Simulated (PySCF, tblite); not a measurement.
**C₄H₇OS₂ radical: geometry, infrared bands and EPR parameters**

What infrared bands and EPR parameters should C₄H₇OS₂ radical (`C=[C]SSCOC`) show?

Programs: tblite 0.8.0 and PySCF 2.14.0, with density-fitted response routines of our own. Each step states its level of theory. These are calculated values for one molecule in the gas phase, unless marked as measured. Atoms count from 0, in the outputs and in this text.

## (1) The molecule as given

14 atoms, charge 0, multiplicity 2; geometry from: force field or distance geometry start.

Bonds of the start (Å): C0–C1 1.35, C1–S2 1.76, S2–S3 2.15, S3–C4 1.80, C4–O5 1.39, O5–C6 1.39, C0–H7 1.10, C0–H8 1.10, C4–H9 1.13, C4–H10 1.11, C6–H11 1.11, C6–H12 1.08, C6–H13 1.13.

## (2) Geometry optimisation with GFN2-xTB

The job: settings as JSON, then the geometry in Å.

```
{"job": {"kind": "relax", "xc": "GFN2-xTB", "basis": "xTB"}, "charge": 0, "multiplicity": 2}
C      3.761300     0.327600     0.639100
C      2.570600     0.399400     1.277600
S      1.256400     1.164300     0.394500
S      0.217600    -0.469100    -0.549400
C     -1.004100    -0.929500     0.694600
O     -1.959000     0.059700     0.862600
C     -2.668400     0.350500    -0.299300
H      3.844500     0.747800    -0.369900
H      4.630800    -0.136800     1.128800
H     -0.483600    -1.007900     1.690200
H     -1.421400    -1.941900     0.498600
H     -3.218300    -0.525600    -0.709300
H     -2.064500     0.879500    -1.027100
H     -3.462500     1.081400     0.026700
```

Command:

```console
> OMP_NUM_THREADS=1 python probes_run.py task.json out
```

The driver reads the jobs from task.json and runs them one after another.

**Question.** This job is followed by: GFN2-xTB harmonic vibrations, gas phase; UKS B3LYP, pcH-1 on C H O S, non-relativistic, mean-field spin-orbit, GIAO. Predict these results of the whole session: strongest single infrared mode (GFN2-xTB); zero-point energy (GFN2-xTB); g(iso) (B3LYP); ⟨S²⟩; largest a(iso) (averaged by class); surface potential, 1st and 99th percentile.

As calculated:

| quantity | value |
| --- | --- |
| strongest single infrared mode (GFN2-xTB) | 1782 cm⁻¹, 125 km/mol |
| zero-point energy (GFN2-xTB) | 61.9 kcal/mol |
| g(iso) (B3LYP) | 2.00866 |
| ⟨S²⟩ | 0.764 (exact 0.75) |
| largest a(iso) (averaged by class) | 33S on S2, 100.6 MHz |
| surface potential, 1st and 99th percentile | -0.91 V and 1.01 V |

What this shows: The optimisation took 257 steps and gained 0.758 eV; among the close pairs (by a distance rule), C1–S2 changed most, from 1.758 to 1.584 Å. No mode is imaginary among the 36: a minimum at this level. The strongest single mode, at 1782 cm⁻¹, moves mainly C1. GFN2-xTB is a fitted tight-binding method: band positions and strengths are rough. Its intensities can rank the bands wrongly. The largest spin populations lie on S3 (0.37 e), C1 (0.36 e). The isotropic g lies 6.3 ppt above the free-electron value.
